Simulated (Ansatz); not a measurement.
**SnO (tin(ii) oxide): B2PLYP/STO-3G**

Aim: the vertical electron affinity of SnO (tin(ii) oxide) at B2PLYP/STO-3G, from 2 runs. 

Program for the calculation: Ansatz 0.2.0.

55 further runs of the same task are left out: 20 that didn't finish, 35 set aside as unsound or not needed.

### 1 The structure to begin with

The species is SnO (2 atoms), meant as a singlet with charge 0. As SMILES, `[O]=[Sn]`. Geometry: a GFN2-xTB relaxation, a rough one for these elements and not checked as a minimum.

Bond lengths: O1–Sn2 1.804 Å.

### 2 A single-point energy at B2PLYP/STO-3G

Contents of in.yaml:

```yaml
crystal:
  periodic: [false, false, false]
  atoms:
    - {symbol: O, position_ang: [0.000000, 0.000000, 0.000000]}
    - {symbol: Sn, position_ang: [0.000000, 0.000000, 1.803580]}
basis:
  gaussian: {orbitals: STO-3G}
hamiltonian: {xc: {name: B2PLYP}}
correlation: {frozen_orbitals: {O: 1, Sn: 18}}
accuracy: high
```

On the command line:

```sh
ansatz run in.yaml --threads 1 --pin off --max-ram 2610MiB --events-out events.jsonl --progress --plain --runs-dir runs
```

The program printed:

```text
Warning: RAYON_NUM_THREADS=1 ignored (pool sized by the plan → 1); use --threads N
Functional definition: B2PLYP
  name "B2PLYP"
  parameter a = 0.53
  parameter c = 0.27
  exchange = (1 - a)*b88_x + a*exact_x
  correlation = (1 - c)*lyp_c + c*(mp2_os + mp2_ss)
568 factors; integrals over basis functions are off by at most 5.0e-9 eV
mean field evaluation 1: about -164318.2228 eV, gradient 3.7e1 eV
mean field evaluation 2: about -164318.2428 eV, gradient 3.7e1 eV
mean field evaluation 4: about -164325.3143 eV, gradient 4.4e0 eV
mean field evaluation 8: about -164325.3707 eV, gradient 1.9e-1 eV
mean field evaluation 16: about -164325.3671 eV, gradient 1.3e-6 eV
mean field -164325.36705506 eV, -6038.8458555391 hartree, gradient 3.8e-8 eV, S^2 0.000000; 0 other end points of the search recorded, 0 dependent functions left out; unrestricted orbitals would lower it
19 core orbitals not correlated: weight in the atoms' cores, before any rotation towards them, 1.000 or more for the frozen orbitals, at most 0.000 for the correlated occupied ones
reference -164325.36706946 eV, -6038.8458560684 hartree; 10, 10 occupied and 3, 3 virtual orbitals, 568 factors
second order -7.28943961 eV of doubles, -0.00000000 eV of singles
Total energy: -164327.33521816 eV, -6038.9181841990 hartree
```

Wall time 1.9 s (1 thread of Arm Neoverse V2, shared host); peak memory 0.11 GiB.

### 3 The doublet anion

Contents of run.yaml:

```yaml
crystal:
  periodic: [false, false, false]
  atoms:
    - {symbol: O, position_ang: [0.000000, 0.000000, 0.000000]}
    - {symbol: Sn, position_ang: [0.000000, 0.000000, 1.803580]}
basis:
  gaussian:
    orbitals: STO-3G
total_charge: -1
magnetization:
  spin_polarized: true
  initial_magnetization: 1
hamiltonian:
  xc: {name: B2PLYP}
correlation:
  frozen_orbitals: {O: 1, Sn: 18}
accuracy: high
```

On the command line:

```sh
ansatz run run.yaml --threads 1 --pin off --max-ram 2610MiB --events-out events.jsonl --progress --plain --runs-dir runs
```

The program printed (excerpt; [...] marks lines left out):

```text
Warning: RAYON_NUM_THREADS=1 ignored (pool sized by the plan → 1); use --threads N
[... 2 set-up lines as earlier in the session ...]
[...]
568 factors; integrals over basis functions are off by at most 5.0e-9 eV
[...]
mean field -164320.00737645 eV, -6038.6488909832 hartree, gradient 1.6e-8 eV, S^2 1.144368; 5 other end points of the search recorded, 0 dependent functions left out
19 core orbitals not correlated: weight in the atoms' cores, before any rotation towards them, 1.000 or more for the frozen orbitals, at most 0.000 for the correlated occupied ones
reference -164320.00739053 eV, -6038.6488915008 hartree; 11, 10 occupied and 2, 3 virtual orbitals, 568 factors
second order -2.79148960 eV of doubles, -0.00000000 eV of singles
Total energy: -164320.76109273 eV, -6038.6765895454 hartree
```

Run time: 7.2 s. Hardware: 1 thread of Arm Neoverse V2, shared host; peak memory 0.15 GiB.

### 4 Outcome

Level: B2PLYP/STO-3G, 19 core orbitals frozen.

| quantity | value |
| --- | --- |
| singlet SnO: total energy | -6038.91818 Eh |
| doublet anion: total energy | -6038.67659 Eh |
| doublet anion: ⟨S²⟩ | 1.144 |
| vertical electron affinity (to the doublet anion) | -6.574 eV |

The anion lies 6.57 eV (152 kcal/mol) above the neutral: the electron isn't bound at this level, and such a value depends on the basis. Without diffuse functions anions come out too high. In a minimal basis such a difference can be off by several eV, whatever the method. The restricted solution (singlet SnO) is unstable to spin breaking: an unrestricted one lies lower. Relativity is left out (singlet SnO) although the molecule holds a heavy atom. ⟨S²⟩ (doublet anion) is 1.14 where a pure doublet has 0.75: the reference is spin-contaminated. Relativity is left out (doublet anion) although the molecule holds a heavy atom.
